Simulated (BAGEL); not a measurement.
# ROHF/6-31G(d) (density fitting with qzvpp-jkfit, spherical functions) run of CH4Ga (SMILES [CH3][GaH])

Aim: the vertical doublet–quartet gap of CH4Ga at ROHF/6-31G* (density fitting with qzvpp-jkfit, spherical functions), from 2 runs. 

The results are computed with BAGEL 1.2.2.

6 further runs of the same task are left out: 5 that didn't finish, 1 set aside as unsound or not needed.

## (1) The system as given

CH4Ga has 6 atoms, charge 0, and is taken as a doublet. As SMILES, `[CH3][GaH]`. The shape is that of a PBE0-D4/def2-TZVP optimisation.

Bond lengths: C1–Ga2 1.990 Å, C1–H3 1.089 Å, C1–H4 1.095 Å, C1–H5 1.094 Å, Ga2–H6 1.603 Å. Angles: C1–Ga2–H6 119.3°, Ga2–C1–H3 113.1°, Ga2–C1–H4 108.5°, Ga2–C1–H5 108.8°, H3–C1–H4 109.1°, H3–C1–H5 109.3°, H4–C1–H5 107.8°.

## (2) The energy at ROHF/6-31G(d) (density fitting with qzvpp-jkfit, spherical functions)

input.json reads:

```json
{ "bagel": [

{
  "title": "molecule",
  "basis": "6-31gs.json",
  "df_basis": "qzvpp-jkfit",
  "angstrom": "true",
  "geometry": [
    { "atom": "C", "xyz": [      -0.029300,      -0.418300,      -0.518000 ] },
    { "atom": "Ga", "xyz": [       0.685700,       0.372600,       1.162100 ] },
    { "atom": "H", "xyz": [       0.574700,      -1.243100,      -0.892900 ] },
    { "atom": "H", "xyz": [      -1.046400,      -0.775600,      -0.328700 ] },
    { "atom": "H", "xyz": [      -0.085700,       0.364700,      -1.280300 ] },
    { "atom": "H", "xyz": [      -0.056900,       1.635600,       1.811600 ] }
  ]
},

{
  "title": "rohf",
  "nopen": 1
},

{
  "title": "print",
  "file": "orbitals.molden",
  "orbitals": "true"
}

]}
```

The basis set 6-31G* is read from a file made from the Basis Set Exchange's data (not shown).

On the command line:

```console
$ BAGEL_NUM_THREADS=1 BAGEL input.json > input.out
```

The program printed:

```text
* using 1 threads per process

  ===============================================================
  ===============================================================

  *** Geometry ***

  { "atom" : "C", "xyz" : [     -0.055369,     -0.790472,     -0.978878 ] },
  { "atom" : "Ga", "xyz" : [      1.295785,      0.704112,      2.196051 ] },
  { "atom" : "H", "xyz" : [      1.086026,     -2.349119,     -1.687336 ] },
  { "atom" : "H", "xyz" : [     -1.977409,     -1.465672,     -0.621153 ] },
  { "atom" : "H", "xyz" : [     -0.161950,      0.689183,     -2.419416 ] },
  { "atom" : "H", "xyz" : [     -0.107525,      3.090836,      3.423428 ] },

  Number of auxiliary basis functions:      413

  Since a DF basis is specified, we compute 2- and 3-index integrals:
    o Being stored without compression. Storage requirement is 0.010 GB

  Number of basis functions:       54
  Number of electrons      :       41

    * METHOD: MOLECULE                             0.16

  *** Open-shell HF ***

  === Nuclear Repulsion ===
    89.8710018499

      * DIIS with orbital gradients will be used.

  === ROHF iteration (6-31gs.json) ===
      0      -1963.02629749          0.03165875           0.06
      1      -1963.09300988          0.01652332           0.05
      2      -1963.10801213          0.00953216           0.05
      3      -1963.11321718          0.00169093           0.06
      4      -1963.11397771          0.00087245           0.06
      5      -1963.11418475          0.00021891           0.06
      6      -1963.11422908          0.00003008           0.06
      7      -1963.11424511          0.00000835           0.06
      8      -1963.11424671          0.00000278           0.06
      9      -1963.11424690          0.00000086           0.06
     10      -1963.11424700          0.00000036           0.06
     11      -1963.11424703          0.00000021           0.06
     12      -1963.11424703          0.00000015           0.06
     13      -1963.11424704          0.00000008           0.06
     14      -1963.11424704          0.00000003           0.05
     15      -1963.11424704          0.00000001           0.06
    * SCF iteration converged.

    * S^2 (ROHF) is 0.7500

    * Permanent dipole moment:
           (    0.009668,     0.139841,     0.171510) a.u.

    * METHOD: ROHF                                 1.06

    * METHOD: PRINT                                0.01

  ===============================================================
```

It took 1.4 s on 1 thread of Arm Neoverse V1, shared host.

## (3) The quartet at the same level

job.json reads:

```json
{ "bagel": [

{
  "title": "molecule",
  "basis": "6-31gs.json",
  "df_basis": "qzvpp-jkfit",
  "angstrom": "true",
  "geometry": [
    { "atom": "C", "xyz": [   -0.029300,   -0.418300,   -0.518000 ] },
    { "atom": "Ga", "xyz": [    0.685700,    0.372600,    1.162100 ] },
    { "atom": "H", "xyz": [    0.574700,   -1.243100,   -0.892900 ] },
    { "atom": "H", "xyz": [   -1.046400,   -0.775600,   -0.328700 ] },
    { "atom": "H", "xyz": [   -0.085700,    0.364700,   -1.280300 ] },
    { "atom": "H", "xyz": [   -0.056900,    1.635600,    1.811600 ] }
  ]
},
{
  "title": "rohf",
  "nopen": 3
},
{
  "title": "print",
  "file": "orbitals.molden",
  "orbitals": "true"
}

]}
```

The basis set 6-31G* is read from a file made from the Basis Set Exchange's data (not shown).

On the command line:

```console
$ BAGEL_NUM_THREADS=1 BAGEL job.json > job.out
```

The program printed:

```text
* using 1 threads per process

  ===============================================================
  ===============================================================

  *** Geometry ***

  { "atom" : "C", "xyz" : [     -0.055369,     -0.790472,     -0.978878 ] },
  { "atom" : "Ga", "xyz" : [      1.295785,      0.704112,      2.196051 ] },
  { "atom" : "H", "xyz" : [      1.086026,     -2.349119,     -1.687336 ] },
  { "atom" : "H", "xyz" : [     -1.977409,     -1.465672,     -0.621153 ] },
  { "atom" : "H", "xyz" : [     -0.161950,      0.689183,     -2.419416 ] },
  { "atom" : "H", "xyz" : [     -0.107525,      3.090836,      3.423428 ] },

  Number of auxiliary basis functions:      413

  Since a DF basis is specified, we compute 2- and 3-index integrals:
    o Being stored without compression. Storage requirement is 0.010 GB

  Number of basis functions:       54
  Number of electrons      :       41

    * METHOD: MOLECULE                             0.16

  *** Open-shell HF ***

  === Nuclear Repulsion ===
    89.8710018499

      * DIIS with orbital gradients will be used.

  === ROHF iteration (6-31gs.json) ===
      0      -1962.89158946          0.02398555           0.06
      1      -1962.94192434          0.01214426           0.06
      2      -1962.95018642          0.00777575           0.06
      3      -1962.95316128          0.00165686           0.06
      4      -1962.95419717          0.00115621           0.06
      5      -1962.95461321          0.00107197           0.06
      6      -1962.95520234          0.00104421           0.06
      7      -1962.95596989          0.00097834           0.06
      8      -1962.95605432          0.00112568           0.06
      9      -1962.95795162          0.00062097           0.06
     10      -1962.95759440          0.00034964           0.06
     11      -1962.95774743          0.00011629           0.06
     12      -1962.95781767          0.00004079           0.06
     13      -1962.95785740          0.00001903           0.06
     14      -1962.95784658          0.00000573           0.06
     15      -1962.95785235          0.00000236           0.06
     16      -1962.95785230          0.00000098           0.06
     17      -1962.95785230          0.00000031           0.06
     18      -1962.95785216          0.00000017           0.06
     19      -1962.95785215          0.00000010           0.06
     20      -1962.95785214          0.00000006           0.06
     21      -1962.95785214          0.00000003           0.06
     22      -1962.95785214          0.00000002           0.06
     23      -1962.95785215          0.00000001           0.06
    * SCF iteration converged.

    * S^2 (ROHF) is 3.7500

    * Permanent dipole moment:
           (    0.718135,     0.517608,     1.358094) a.u.

    * METHOD: ROHF                                 1.54

    * METHOD: PRINT                                0.01

  ===============================================================
```

Run time: 1.8 s. Hardware: 1 thread of Arm Neoverse V1, shared host.

## (4) Summary of results

At ROHF/6-31G* (density fitting with qzvpp-jkfit, spherical functions):

| quantity | value |
| --- | --- |
| doublet: total energy | -1963.11425 Eh |
| doublet: dipole moment | 0.56 D |
| doublet: ⟨S²⟩ | 0.750 |
| quartet: total energy | -1962.95785 Eh |
| quartet: dipole moment | 4.12 D |
| quartet: ⟨S²⟩ | 3.750 |
| vertical energy of the quartet above the doublet | 4.256 eV |

**Reading.** At this shape the quartet lies 4.26 eV (411 kJ/mol) above the doublet.
